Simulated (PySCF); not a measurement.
**[Hf(OH)2]2+: a change of charge**

Aim: at the relaxed geometry of [Hf(OH)2]2+, try a change of charge. The structure is generated, not taken from experiment.

The runs use PySCF 2.14.0; PBE0, Hf def2-SVP with ECP60, O def2-SVP, H def2-SVP; scalar-relativistic core potentials, no spin–orbit coupling.

1 further run of the same task is left out (for a known fault of the program).

### Step 1. Starting geometry

5 atoms, charge 2, spin multiplicity 1.

Bond lengths: Hf1–O2 1.811 Å, Hf1–O4 1.811 Å, O2–H3 0.982 Å, O4–H5 0.982 Å. Angles: O2–Hf1–O4 106.8°, Hf1–O2–H3 166.5°, Hf1–O4–H5 166.5°.

As a file:

```xyz
5
H2HfO2
Hf    0.0000    0.0000   -0.6396
O     1.4538   -0.0334    0.4403
H     2.0839   -0.0504    1.1930
O    -1.4538    0.0334    0.4403
H    -2.0839    0.0504    1.1930
```

Formal oxidation states: Hf +4. An earlier session relaxed this geometry at PBE0, Hf def2-SVP with ECP60, O def2-SVP, H def2-SVP (singlet, point group C2v).

Its energy there is -198.719059 Eh.

### Step 2. One electron removed, multiplicity 2

File run.py (the lines that set the calculation):

```python
mol = gto.M(atom='''
Hf     0.00000     0.00000    -0.63964
O      1.45383    -0.03340     0.44031
H      2.08386    -0.05042     1.19305
O     -1.45383     0.03340     0.44031
H     -2.08386     0.05042     1.19305''',
    basis={'Hf': 'def2-SVP', 'O': 'def2-SVP', 'H': 'def2-SVP'},
    ecp={'Hf': 'def2-SVP'},
    charge=3, spin=1)
mf = dft.UKS(mol, xc='PBE0')
mf.grids.atom_grid = (50, 194)
mf = mf.density_fit()  # fitting sets: Hf def2-universal-JKFIT, O def2-universal-JKFIT, H def2-universal-JKFIT
mf.conv_tol = 1e-08; mf.max_cycle = 55
mf.kernel(dm0)  # dm0: the density of the relaxed state
```

Run with:

```console
$ OMP_NUM_THREADS=2 python run.py
```

The program printed:

```text
init E= -198.730502107372
  HOMO = -0.795678563795  LUMO = -0.77548722119  gap/eV = 0.54943
cycle= 1 E= -197.777285290984  delta_E= 0.953  |g|= 0.364  |ddm|= 0.652
  HOMO = -1.17447512563  LUMO = -1.09820727532  gap/eV = 2.07535
cycle= 2 E= -197.714325150745  delta_E= 0.063  |g|= 0.549  |ddm|= 0.565
  HOMO = -1.08766370325  LUMO = -0.992119425081  gap/eV = 2.59989
cycle= 3 E= -197.835603767044  delta_E= -0.121  |g|= 0.05  |ddm|= 0.389
  HOMO = -1.07666247085  LUMO = -0.980981254929  gap/eV = 2.60362
cycle= 4 E= -197.83703618201  delta_E= -0.00143  |g|= 0.0175  |ddm|= 0.0719
  HOMO = -1.07490805867  LUMO = -0.976099236824  gap/eV = 2.68872
cycle= 5 E= -197.837332697752  delta_E= -0.000297  |g|= 0.00493  |ddm|= 0.0283
  HOMO = -1.07439783715  LUMO = -0.974625437495  gap/eV = 2.71495
cycle= 6 E= -197.837370675071  delta_E= -3.8e-05  |g|= 0.000729  |ddm|= 0.0129
  HOMO = -1.07436999677  LUMO = -0.974506142697  gap/eV = 2.71743
cycle= 7 E= -197.837371655383  delta_E= -9.8e-07  |g|= 0.000215  |ddm|= 0.00194
  HOMO = -1.0743598122  LUMO = -0.974502993905  gap/eV = 2.71724
cycle= 8 E= -197.837371754021  delta_E= -9.86e-08  |g|= 5.81e-05  |ddm|= 0.000616
  HOMO = -1.07435778022  LUMO = -0.974504604705  gap/eV = 2.71714
cycle= 9 E= -197.837371759862  delta_E= -5.84e-09  |g|= 1.42e-05  |ddm|= 0.000157
  HOMO = -1.07435829258  LUMO = -0.974506095191  gap/eV = 2.71712
Extra cycle  E= -197.837371759983  delta_E= -1.21e-10  |g|= 1.24e-05  |ddm|= 2.92e-05
converged SCF energy = -197.837371759983  <S^2> = 0.79225686  2S+1 = 2.0418196
```

Wall time 0.9 s (2 threads of Arm Neoverse V1, shared host).

It gives: E = -197.837372 Eh (+23.992 eV from the relaxed state), HOMO -29.23 eV, LUMO -26.52 eV (over both spins), ⟨S²⟩ = 0.792, Mulliken charge on Hf1 +2.16 e. 

### Step 3. One electron added, multiplicity 2

run.py (the lines that set the calculation): that of step 2 with these lines changed.

```diff
@@ -8,3 +8,3 @@
     ecp={'Hf': 'def2-SVP'},
-    charge=3, spin=1)
+    charge=1, spin=1)
 mf = dft.UKS(mol, xc='PBE0')
```

Run with:

```console
$ OMP_NUM_THREADS=2 python run.py
```

The program printed:

```text
init E= -198.728978117096
  HOMO = -0.55434383523  LUMO = -0.54788257623  gap/eV = 0.17582
cycle= 1 E= -199.158416232694  delta_E= -0.429  |g|= 0.22  |ddm|= 1.35
  HOMO = -0.330789321442  LUMO = -0.22757242739  gap/eV = 2.80867
cycle= 2 E= -199.157066221247  delta_E= 0.00135  |g|= 0.259  |ddm|= 0.724
  HOMO = -0.382966164476  LUMO = -0.26606000178  gap/eV = 3.18118
cycle= 3 E= -199.191671108309  delta_E= -0.0346  |g|= 0.0829  |ddm|= 0.341
  HOMO = -0.391158766503  LUMO = -0.272294161704  gap/eV = 3.23447
cycle= 4 E= -199.194140825875  delta_E= -0.00247  |g|= 0.0141  |ddm|= 0.0593
  HOMO = -0.394191005203  LUMO = -0.273707934171  gap/eV = 3.27851
cycle= 5 E= -199.194261899914  delta_E= -0.000121  |g|= 0.00299  |ddm|= 0.0264
  HOMO = -0.394570938266  LUMO = -0.273659647193  gap/eV = 3.29016
cycle= 6 E= -199.194277301236  delta_E= -1.54e-05  |g|= 0.00122  |ddm|= 0.0112
  HOMO = -0.394745503401  LUMO = -0.27373415604  gap/eV = 3.29289
cycle= 7 E= -199.194281606689  delta_E= -4.31e-06  |g|= 0.000439  |ddm|= 0.00804
  HOMO = -0.394769770706  LUMO = -0.273731081851  gap/eV = 3.29363
cycle= 8 E= -199.194281971488  delta_E= -3.65e-07  |g|= 6.02e-05  |ddm|= 0.00234
  HOMO = -0.394773628759  LUMO = -0.273743154754  gap/eV = 3.29341
cycle= 9 E= -199.194281984602  delta_E= -1.31e-08  |g|= 1.72e-05  |ddm|= 0.000461
  HOMO = -0.394776940951  LUMO = -0.273747964233  gap/eV = 3.29337
cycle= 10 E= -199.194281986021  delta_E= -1.42e-09  |g|= 7.74e-06  |ddm|= 0.000165
  HOMO = -0.39477915277  LUMO = -0.273749939159  gap/eV = 3.29337
Extra cycle  E= -199.194281986156  delta_E= -1.35e-10  |g|= 8.01e-06  |ddm|= 4.69e-05
converged SCF energy = -199.194281986156  <S^2> = 0.75227189  2S+1 = 2.0022706
```

Run time: 1 s. Hardware: 2 threads of Arm Neoverse V1, shared host.

It gives: E = -199.194282 Eh (-12.931 eV from the relaxed state), HOMO -10.74 eV, LUMO -7.45 eV (over both spins), ⟨S²⟩ = 0.752, Mulliken charge on Hf1 +1.12 e. 

### Step 4. The states side by side

| state | energy from the relaxed state (eV) | ⟨S²⟩ | time |
| --- | --- | --- | --- |
| charge +2, singlet, vacuum (relaxed) | 0 | 0.00 |  |
| charge +1, doublet, vacuum | -12.93 | 0.75 | 1 s |
| charge +3, doublet, vacuum | 23.99 | 0.79 | 0.9 s |

An electron taken off or put on is at rest in vacuum. 

Removing an electron vertically costs 23.99 eV (doublet), against −HOMO = 21.47 eV. Adding an electron vertically releases 12.93 eV (doublet). The bases are small and lack diffuse functions. Spin–orbit coupling is left out.
